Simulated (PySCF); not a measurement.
# EuCl₂+: ligand-field states, part 1 of 2

Aim: compute the ligand-field states of EuCl₂+.

Computed with PySCF 2.14.0 and routines of our own; the level stands in each step. Atoms count from 0.

## Step 1: The system as given

3 atoms, charge 1, states of the metal's open shell are computed; geometry from: model geometry, bond lengths from ionic radii.

## Step 2: Ligand-field states: state-averaged CASSCF

Job settings and geometry (Å):

```
{"job": {"kind": "lf", "basis": {"metal": "x2c-TZVPall", "ligand": "x2c-SVPall"}, "nevpt": false, "roots": {"7": 7, "5": 140, "3": 113, "1": 123}}, "charge": 1, "metal": "Eu", "open_shell": "f6"}
Eu     0.000000     0.000000     0.000000
Cl     0.000000     0.000000     2.417000
Cl     0.000000     0.000000    -2.417000
```

Method: state-averaged CASSCF of the metal shell.

On the command line:

```sh
OMP_NUM_THREADS=1 python lf_run.py task.json out
```

This one command runs all jobs of the session in turn.

Standard output:

```text
ValueError: cannot convert float NaN to integer
```

Run time: 17 s. Hardware: 1 thread of Arm Neoverse V2, shared host; peak memory 0.36 GiB.

**What went wrong.** The driver itself broke with the error shown; the message names no setting of the input.

## Step 3: Ligand-field states: state-averaged CASSCF (bond angle at 170°)

Job settings and geometry (Å):

```
{"job": {"kind": "lf", "basis": {"metal": "x2c-TZVPall", "ligand": "x2c-SVPall"}, "nevpt": false, "roots": {"7": 7, "5": 140, "3": 113, "1": 123}, "reuse": true}, "charge": 1, "metal": "Eu", "open_shell": "f6"}
Eu     0.000000     0.000000     0.000000
Cl     0.210655     0.000000     2.407803
Cl     0.210655     0.000000    -2.407803
```

Method: state-averaged CASSCF of the metal f shell, state-interaction spin-orbit coupling.

Standard output:

```text
basis functions 140, electrons 96, active (6e, 7o)
stage 1: DIIS on the effective Fock matrix, level shift 0.30
cycle   1  E = -11761.0386178366  dE = -1.176e+04  max|g| = 8.727e-01
cycle   2  E = -11761.0480685829  dE = -9.451e-03  max|g| = 3.392e-01
cycle   3  E = -11759.0952692888  dE =  1.953e+00  max|g| = 2.079e+00
cycle   4  E = -11758.6061193595  dE =  4.891e-01  max|g| = 2.224e+00
cycle   5  E = -11757.1385298672  dE =  1.468e+00  max|g| = 2.797e+00
cycle   6  E = -11755.2479605215  dE =  1.891e+00  max|g| = 3.408e+00
cycle   7  E = -11754.4339741161  dE =  8.140e-01  max|g| = 3.600e+00
cycle   8  E = -11755.6785556168  dE = -1.245e+00  max|g| = 3.206e+00
cycle   9  E = -11756.7318879024  dE = -1.053e+00  max|g| = 2.855e+00
cycle  10  E = -11756.8488292279  dE = -1.169e-01  max|g| = 2.834e+00
cycle  11  E = -11757.2750883745  dE = -4.263e-01  max|g| = 2.667e+00
cycle  12  E = -11756.5444694165  dE =  7.306e-01  max|g| = 2.869e+00
cycle  13  E = -11759.3447002540  dE = -2.800e+00  max|g| = 9.310e-01
cycle  14  E = -11759.3848173331  dE = -4.012e-02  max|g| = 1.005e+00
cycle  15  E = -11758.7721412817  dE =  6.127e-01  max|g| = 1.609e+00
stage 2: quasi-Newton rotations from the point of smallest gradient
cycle  17  E = -11761.2755341766  dE = -2.275e-01  max|g| = 9.978e-02
cycle  19  E = -11761.2953619386  dE = -1.983e-02  max|g| = 4.768e-02
cycle  20  E = -11761.3021757295  dE = -6.814e-03  max|g| = 3.578e-02
cycle  21  E = -11761.3031073868  dE = -9.317e-04  max|g| = 7.015e-03
cycle  22  E = -11761.3031470274  dE = -3.964e-05  max|g| = 1.422e-03
cycle  23  E = -11761.3031515164  dE = -4.489e-06  max|g| = 4.375e-04
cycle  24  E = -11761.3031517864  dE = -2.700e-07  max|g| = 8.335e-05
cycle  25  E = -11761.3031518072  dE = -2.079e-08  max|g| = 4.294e-05
cycle  26  E = -11761.3031518094  dE = -2.277e-09  max|g| = 1.481e-05
cycle  27  E = -11761.3031518099  dE = -4.202e-10  max|g| = 6.995e-06
converged average energy = -11761.3031518099

 mult deg   label        CASSCF/cm-1   NEVPT2/cm-1
   7   1   7B2                 0.0
   7   1   7A2              1032.6
   7   1   7B1              1061.2
   7   1   7B2              2112.2
   7   1   7A1              2112.2
   7   2   7F               3204.2
   5   1   5A1             25124.7
   5   1   5B1             25154.8
   5   1   5A2             25155.5
   5   1   5B2             25680.3
   5   1   5A1             25680.3
   5   2   5L              28327.5
   5   2   5L              28406.6
   5   2   5L              28422.3
   5   2   5L              28634.5
   5   2   5L              28681.4
   5   2   5L              28913.9
   5   2   5L              28975.0
   5   1   5A2             29143.6
   5   1   5B1             29156.3
   5   1   5A1             29228.0
   5   2   5G              29501.7
   5   1   5B1             29502.6
   5   1   5B2             29807.3
   5   1   5A1             29807.4
   5   2   5G              30356.3
   5   2   5G              30616.8
   5   1   5B2             33785.5
   5   1   5A2             33967.7
   5   1   5B1             33977.4
   5   2   5H              34346.3
   5   2   5H              34370.2
   5   2   5H              34591.7
   5   2   5H              34633.4
   5   2   5I              38134.3
   5   1   5B2             38821.3
   5   2   5F              38883.6
   5   2   5I              38925.0
   5   2   5I              39117.7
   5   2   5F              39187.4
   5   2   5I              39201.0
   5   2   5I              39345.4
   5   2   5I              39466.3
   5   1   5A1             39525.9
   5   2   5F              40174.2
   5   1   5B2             43569.5
   5   1   5A2             43657.2
   5   1   5B1             43665.4
   5   2   5K              43925.2
   5   2   5K              44260.3
   5   2   5K              44522.3
   5   2   5K              44696.5
   5   2   5K              44771.9
   5   2   5K              44877.2
   3   1   3B1             45225.6
   3   1   3A2             45225.9
   3   1   3B2             45235.0
   3   2   3O              45425.8
   3   2   3O              45532.2
   3   2   3O              45659.0

spin-orbit levels / cm-1
      0.00  x1  7B2 0.44 7A2 0.21 7B1 0.20
    180.24  x1  7B2 0.47 7A2 0.31 7B1 0.10
    186.97  x1  7B2 0.47 7B1 0.30 7A2 0.11
    718.12  x1  7B2 0.54 7A2 0.20 7B1 0.19
    718.18  x1  7B2 0.54 7B1 0.20 7A2 0.19
   1595.79  x1  7A1 0.21 7B2 0.21 7A2 0.18
   1626.20  x2  7B2 0.68 7A2 0.13 7B1 0.12
   1854.47  x1  7A2 0.34 7B2 0.23 7A1 0.22
   1860.60  x1  7B1 0.34 7A1 0.23 7B2 0.22
   2334.15  x1  7F 0.47 7B2 0.17 7A1 0.17
   2461.65  x2  7A2 0.34 7B1 0.33 7B2 0.12
   2754.70  x1  7B2 0.28 7A1 0.28 7B2 0.22
   2755.96  x1  7A1 0.29 7B2 0.28 7B2 0.22
   3101.83  x1  7F 0.65 7B1 0.16 7A2 0.16
   3302.32  x2  7B2 0.26 7B2 0.17 7A1 0.17
   3426.14  x1  7A2 0.28 7B2 0.27 7B2 0.21
   3426.16  x1  7A2 0.28 7B2 0.27 7A1 0.21
   3463.80  x2  7B1 0.46 7A2 0.26 7B2 0.11
   3710.35  x1  7F 0.43 7B2 0.20 7A1 0.12
   3761.29  x1  7F 0.32 7A2 0.30 7A1 0.12
   3767.50  x1  7F 0.32 7B1 0.31 7B2 0.12
   4381.65  x1  7A2 0.24 7B2 0.23 7F 0.22
   4383.41  x1  7B1 0.23 7F 0.23 7B2 0.23
   4518.02  x1  7F 0.43 7A2 0.21 7B1 0.18
   4518.19  x1  7F 0.43 7A2 0.20 7B1 0.19
   4618.56  x1  7A1 0.27 7B2 0.27 7B1 0.16
   4805.66  x2  7F 0.39 7B1 0.18 7A2 0.17
   5017.44  x1  7B1 0.23 7A2 0.22 7B2 0.17
   5086.28  x2  7F 0.29 7A1 0.23 7B2 0.23
   5342.79  x2  7A1 0.41 7B2 0.41 7F 0.15
```

Wall time 26 s (1 thread of Arm Neoverse V2, shared host); peak memory 0.67 GiB.

Warnings kept with the result: spin Hamiltonian not valid, low-lying orbital states.

Key values:

| quantity | value |
| --- | --- |
| spin-orbit constant ζ | 1371 cm⁻¹ |

Powder susceptibility:

| T (K) | χT (cm³ K/mol) | μ(eff) |
| --- | --- | --- |
| 2 | 0.027 | 0.47 |
| 5 | 0.068 | 0.73 |
| 10 | 0.135 | 1.04 |
| 20 | 0.270 | 1.47 |
| 30 | 0.405 | 1.80 |
| 50 | 0.671 | 2.32 |
| 75 | 0.965 | 2.78 |
| 100 | 1.186 | 3.08 |
| 150 | 1.456 | 3.41 |
| 200 | 1.611 | 3.59 |
| 250 | 1.719 | 3.71 |
| 300 | 1.806 | 3.80 |

## Step 4: Ligand-field states: state-averaged CASSCF (bond angle at 160°)

The job, as its differences from that of step 3:

```diff
@@ -2,3 +2,3 @@
 Eu     0.000000     0.000000     0.000000
-Cl     0.210655     0.000000     2.407803
-Cl     0.210655     0.000000    -2.407803
+Cl     0.419708     0.000000     2.380280
+Cl     0.419708     0.000000    -2.380280
```

With the program's defaults for keys left out, this is: state-averaged CASSCF of the metal f shell, state-interaction spin-orbit coupling.

Standard output:

```text
basis functions 140, electrons 96, active (6e, 7o)
start from the orbitals of the previous structure
stage 1: DIIS on the effective Fock matrix, level shift 0.30
cycle   1  E = -11760.7058651099  dE = -1.176e+04  max|g| = 1.474e+01
cycle   2  E = -11761.2040041855  dE = -4.981e-01  max|g| = 3.032e-01
cycle   3  E = -11760.7530913649  dE =  4.509e-01  max|g| = 8.470e-01
cycle   4  E = -11759.5570930006  dE =  1.196e+00  max|g| = 1.725e+00
cycle   5  E = -11754.8378805880  dE =  4.719e+00  max|g| = 3.377e+00
cycle   6  E = -11749.1856505319  dE =  5.652e+00  max|g| = 5.069e+00
cycle   7  E = -11747.3766297637  dE =  1.809e+00  max|g| = 5.015e+00
cycle   8  E = -11747.3463715106  dE =  3.026e-02  max|g| = 5.197e+00
cycle   9  E = -11746.7151531717  dE =  6.312e-01  max|g| = 4.997e+00
cycle  10  E = -11745.9735259111  dE =  7.416e-01  max|g| = 5.275e+00
cycle  11  E = -11747.5163805673  dE = -1.543e+00  max|g| = 5.217e+00
cycle  12  E = -11748.3198461633  dE = -8.035e-01  max|g| = 5.091e+00
cycle  13  E = -11749.2525001782  dE = -9.327e-01  max|g| = 4.939e+00
cycle  14  E = -11759.9713736015  dE = -1.072e+01  max|g| = 1.216e+00
cycle  15  E = -11760.6148533345  dE = -6.435e-01  max|g| = 9.606e-01
stage 2: quasi-Newton rotations from the point of smallest gradient
cycle  17  E = -11761.2939940634  dE = -8.999e-02  max|g| = 1.163e-01
cycle  18  E = -11761.2994513276  dE = -5.457e-03  max|g| = 1.090e-01
cycle  19  E = -11761.3055795256  dE = -6.128e-03  max|g| = 5.839e-03
cycle  20  E = -11761.3057052089  dE = -1.257e-04  max|g| = 1.688e-03
cycle  21  E = -11761.3057219294  dE = -1.672e-05  max|g| = 6.079e-04
cycle  22  E = -11761.3057227197  dE = -7.903e-07  max|g| = 3.250e-04
cycle  23  E = -11761.3057228763  dE = -1.566e-07  max|g| = 8.482e-05
cycle  24  E = -11761.3057228843  dE = -8.033e-09  max|g| = 2.024e-05
cycle  25  E = -11761.3057228849  dE = -5.857e-10  max|g| = 6.787e-06
converged average energy = -11761.3057228849

 mult deg   label        CASSCF/cm-1   NEVPT2/cm-1
   7   1   7B2                 0.0
   7   1   7A2               861.5
   7   1   7B1               970.0
   7   1   7B2              1930.7
   7   1   7A1              1931.7
   7   2   7F               2986.8
   5   1   5A1             25003.6
   5   1   5B1             25028.8
   5   1   5A2             25031.9
   5   1   5B2             25519.1
   5   1   5A1             25519.2
   5   2   5L              28240.9
   5   2   5L              28304.7
   5   2   5L              28330.0
   5   2   5L              28524.1
   5   2   5L              28534.6
   5   2   5L              28765.8
   5   2   5L              28804.6
   5   1   5A2             28944.2
   5   1   5B1             28991.2
   5   1   5A1             29040.4
   5   1   5A1             29369.7
   5   1   5B1             29385.9
   5   1   5A2             29407.5
   5   1   5B2             29675.1
   5   1   5A1             29676.7
   5   1   5B1             30181.0
   5   1   5A2             30181.0
   5   2   5G              30444.4
   5   1   5B2             33711.8
   5   1   5A2             33855.4
   5   1   5B1             33892.0
   5   1   5B2             34221.3
   5   2   5H              34222.0
   5   1   5B1             34222.9
   5   2   5H              34438.8
   5   2   5H              34461.1
   5   2   5I              38066.7
   5   1   5B2             38690.1
   5   2   5F              38756.2
   5   2   5I              38774.3
   5   2   5I              38968.4
   5   1   5F              39052.7
   5   2   5I              39055.5
   5   1   5I              39058.8
   5   2   5I              39196.0
   5   1   5A2             39293.6
   5   1   5B1             39311.2
   5   1   5A1             39354.4
   5   2   5F              39971.6
   5   1   5B2             43479.5
   5   1   5A2             43547.8
   5   1   5B1             43579.1
   5   2   5K              43798.6
   5   2   5K              44098.0
   5   2   5K              44343.2
   5   2   5K              44510.8
   5   2   5K              44593.4
   5   2   5K              44695.7
   3   1   3B1             45098.2

spin-orbit levels / cm-1
      0.00  x1  7B2 0.42 7A2 0.22 7B1 0.20
    175.09  x1  7B2 0.44 7A2 0.32 7B1 0.10
    201.88  x1  7B2 0.45 7B1 0.30 7A2 0.12
    734.24  x1  7B2 0.51 7A2 0.22 7B1 0.19
    735.26  x1  7B2 0.51 7B1 0.21 7A2 0.20
   1506.64  x1  7A1 0.22 7B2 0.22 7F 0.19
   1657.68  x1  7B2 0.63 7A2 0.19 7B1 0.10
   1658.23  x1  7B2 0.63 7A2 0.17 7B1 0.11
   1769.36  x1  7A2 0.29 7B2 0.24 7A1 0.21
   1791.59  x1  7B1 0.35 7A1 0.24 7B2 0.22
   2244.08  x1  7F 0.50 7B2 0.16 7A1 0.16
   2393.46  x1  7A2 0.35 7B1 0.31 7A1 0.24
   2393.70  x1  7A2 0.35 7B1 0.31 7B2 0.24
   2685.77  x1  7B2 0.28 7A1 0.28 7B2 0.22
   2691.86  x1  7A1 0.28 7B2 0.28 7B2 0.22
   2993.86  x1  7F 0.64 7B1 0.17 7A2 0.16
   3261.77  x1  7B2 0.29 7B2 0.18 7A1 0.17
   3261.79  x1  7B2 0.29 7A1 0.18 7B2 0.17
   3367.82  x1  7A2 0.48 7B2 0.18 7B2 0.17
   3368.00  x1  7A2 0.48 7A1 0.18 7B2 0.17
   3419.32  x1  7B1 0.54 7B2 0.16 7B2 0.11
   3419.47  x1  7B1 0.54 7A1 0.15 7B2 0.11
   3635.20  x1  7F 0.41 7B2 0.20 7A1 0.14
   3660.73  x1  7F 0.33 7A2 0.30 7A1 0.12
   3684.68  x1  7F 0.33 7B1 0.32 7B2 0.12
   4332.34  x1  7B2 0.24 7A2 0.23 7F 0.21
   4335.99  x1  7B2 0.23 7F 0.23 7B1 0.20
   4443.86  x1  7F 0.41 7A2 0.26 7B2 0.15
   4447.40  x1  7F 0.42 7A2 0.21 7B1 0.18
   4532.30  x1  7A1 0.26 7B2 0.25 7B1 0.23
```

Wall time 24 s (1 thread of Arm Neoverse V2, shared host); peak memory 0.67 GiB.

Warnings kept with the result: spin Hamiltonian not valid, low-lying orbital states.

Key values:

| quantity | value |
| --- | --- |
| spin-orbit constant ζ | 1371 cm⁻¹ |

Powder susceptibility:

| T (K) | χT (cm³ K/mol) | μ(eff) |
| --- | --- | --- |
| 2 | 0.026 | 0.45 |
| 20 | 0.258 | 1.44 |
| 100 | 1.141 | 3.02 |
| 300 | 1.760 | 3.75 |

## Step 5: Ligand-field states: state-averaged CASSCF (bond angle at 150°)

The job, as its differences from that of step 4:

```diff
@@ -2,3 +2,3 @@
 Eu     0.000000     0.000000     0.000000
-Cl     0.419708     0.000000     2.380280
-Cl     0.419708     0.000000    -2.380280
+Cl     0.625566     0.000000     2.334643
+Cl     0.625566     0.000000    -2.334643
```

With the program's defaults for keys left out, this is: state-averaged CASSCF of the metal f shell, state-interaction spin-orbit coupling.

Standard output:

```text
basis functions 140, electrons 96, active (6e, 7o)
start from the orbitals of the previous structure
stage 1: DIIS on the effective Fock matrix, level shift 0.30
cycle   1  E = -11760.7347206137  dE = -1.176e+04  max|g| = 1.140e+01
cycle   2  E = -11761.1980419185  dE = -4.633e-01  max|g| = 2.712e-01
cycle   3  E = -11760.9568871982  dE =  2.412e-01  max|g| = 5.934e-01
cycle   4  E = -11760.8473842984  dE =  1.095e-01  max|g| = 7.002e-01
cycle   5  E = -11760.8981015330  dE = -5.072e-02  max|g| = 5.960e-01
cycle   6  E = -11761.0432423308  dE = -1.451e-01  max|g| = 4.366e-01
cycle   7  E = -11760.9534073929  dE =  8.983e-02  max|g| = 6.202e-01
cycle   8  E = -11759.9226987687  dE =  1.031e+00  max|g| = 1.568e+00
cycle   9  E = -11758.6964517948  dE =  1.226e+00  max|g| = 2.070e+00
cycle  10  E = -11756.5102777071  dE =  2.186e+00  max|g| = 2.715e+00
cycle  11  E = -11754.8743503147  dE =  1.636e+00  max|g| = 3.413e+00
cycle  12  E = -11753.9066672413  dE =  9.677e-01  max|g| = 3.753e+00
cycle  13  E = -11754.3658717239  dE = -4.592e-01  max|g| = 3.491e+00
cycle  14  E = -11754.6185587698  dE = -2.527e-01  max|g| = 3.347e+00
cycle  15  E = -11754.4393969320  dE =  1.792e-01  max|g| = 3.390e+00
stage 2: quasi-Newton rotations from the point of smallest gradient
cycle  17  E = -11761.2914371944  dE = -9.340e-02  max|g| = 1.515e-01
cycle  18  E = -11761.3011827579  dE = -9.746e-03  max|g| = 1.169e-01
cycle  19  E = -11761.3089193405  dE = -7.737e-03  max|g| = 6.470e-03
cycle  20  E = -11761.3090845765  dE = -1.652e-04  max|g| = 2.449e-03
cycle  21  E = -11761.3091081484  dE = -2.357e-05  max|g| = 6.772e-04
cycle  22  E = -11761.3091091108  dE = -9.624e-07  max|g| = 2.891e-04
cycle  23  E = -11761.3091092900  dE = -1.792e-07  max|g| = 9.410e-05
cycle  24  E = -11761.3091093003  dE = -1.029e-08  max|g| = 2.419e-05
cycle  25  E = -11761.3091093011  dE = -8.677e-10  max|g| = 7.526e-06
converged average energy = -11761.3091093011

 mult deg   label        CASSCF/cm-1   NEVPT2/cm-1
   7   1   7B2                 0.0
   7   1   7A2               619.0
   7   1   7B1               843.4
   7   1   7B2              1666.6
   7   1   7A1              1671.2
   7   2   7F               2669.7
   5   1   5A1             24823.5
   5   1   5B1             24844.3
   5   1   5A2             24851.8
   5   1   5B2             25284.3
   5   1   5A1             25284.7
   5   2   5L              28109.7
   5   2   5L              28141.3
   5   2   5L              28205.2
   5   2   5L              28325.1
   5   2   5L              28358.5
   5   1   5A1             28536.3
   5   1   5B2             28549.9
   5   1   5B2             28557.1
   5   1   5A1             28557.2
   5   1   5A2             28657.3
   5   1   5B1             28751.1
   5   1   5A1             28772.9
   5   1   5A1             29193.9
   5   1   5B1             29216.6
   5   1   5A2             29262.1
   5   1   5B2             29484.6
   5   1   5A1             29491.9
   5   1   5B1             29928.0
   5   1   5A2             29928.1
   5   1   5B2             30194.6
   5   1   5A1             30194.6
   5   1   5B2             33600.1
   5   1   5A2             33691.1
   5   1   5B1             33766.7
   5   2   5H              34005.7
   5   2   5H              34043.6
   5   1   5B1             34212.7
   5   2   5H              34215.0
   5   1   5A1             34217.3
   5   2   5I              37967.0
   5   1   5B2             38501.9
   5   2   5I              38556.4
   5   1   5A2             38564.6
   5   1   5B1             38580.4
   5   2   5I              38752.7
   5   4   5I              38854.3
   5   2   5I              38977.1
   5   1   5A2             39045.9
   5   1   5B1             39081.3
   5   1   5A1             39106.5
   5   2   5F              39678.3
   5   1   5B2             43344.5
   5   1   5A2             43386.7
   5   1   5B1             43452.2
   5   2   5K              43616.2
   5   2   5K              43864.7
   5   2   5K              44083.7
   5   2   5K              44242.2
   5   2   5K              44334.5

spin-orbit levels / cm-1
      0.00  x1  7B2 0.39 7A2 0.24 7B1 0.19
    167.12  x1  7B2 0.41 7A2 0.34 7B1 0.10
    226.57  x1  7B2 0.41 7B1 0.30 7A2 0.13
    757.66  x1  7B2 0.48 7A2 0.25 7B1 0.18
    763.04  x1  7B2 0.48 7B1 0.22 7A2 0.21
   1383.51  x1  7B2 0.22 7A1 0.22 7F 0.21
   1628.14  x1  7A2 0.41 7A1 0.24 7B2 0.14
   1662.07  x1  7A2 0.26 7B2 0.23 7B2 0.22
   1726.67  x1  7B2 0.48 7B1 0.25 7B2 0.12
   1738.01  x1  7B2 0.36 7B1 0.33 7A1 0.18
   2115.26  x1  7F 0.53 7B2 0.15 7B2 0.14
   2300.71  x1  7A2 0.37 7B1 0.27 7A1 0.25
   2302.39  x1  7A2 0.35 7B1 0.29 7B2 0.25
   2587.95  x1  7B2 0.28 7A1 0.27 7B2 0.22
   2603.73  x1  7A1 0.28 7B2 0.27 7B2 0.21
   2844.84  x1  7F 0.64 7B1 0.17 7A2 0.16
   3213.53  x1  7B2 0.33 7B2 0.19 7A1 0.17
   3213.84  x1  7B2 0.33 7A1 0.19 7B2 0.17
   3275.51  x1  7A2 0.48 7B2 0.16 7B2 0.12
   3276.27  x1  7A2 0.48 7A1 0.16 7B2 0.12
   3374.36  x1  7B1 0.48 7B2 0.18 7B2 0.14
   3376.02  x1  7B1 0.49 7A1 0.17 7B2 0.15
   3523.45  x1  7F 0.34 7A2 0.30 7A1 0.12
   3533.30  x1  7F 0.38 7B2 0.20 7A1 0.17
   3573.36  x1  7F 0.33 7B1 0.32 7B2 0.12
   4268.60  x1  7B2 0.24 7F 0.24 7A2 0.17
   4270.96  x1  7B2 0.25 7A2 0.23 7F 0.20
   4335.57  x1  7F 0.33 7A2 0.31 7B2 0.14
   4357.55  x1  7F 0.41 7A2 0.21 7B2 0.20
   4432.51  x1  7B1 0.32 7F 0.21 7A1 0.20
```

It took 25 s on 1 thread of Arm Neoverse V2, shared host; peak memory 0.67 GiB.

Warnings kept with the result: spin Hamiltonian not valid, low-lying orbital states.

In short:

| quantity | value |
| --- | --- |
| spin-orbit constant ζ | 1371 cm⁻¹ |

Powder susceptibility:

| T (K) | χT (cm³ K/mol) | μ(eff) |
| --- | --- | --- |
| 2 | 0.024 | 0.44 |
| 20 | 0.244 | 1.40 |
| 100 | 1.081 | 2.94 |
| 300 | 1.698 | 3.68 |

(Continued in part 2 of 2.)
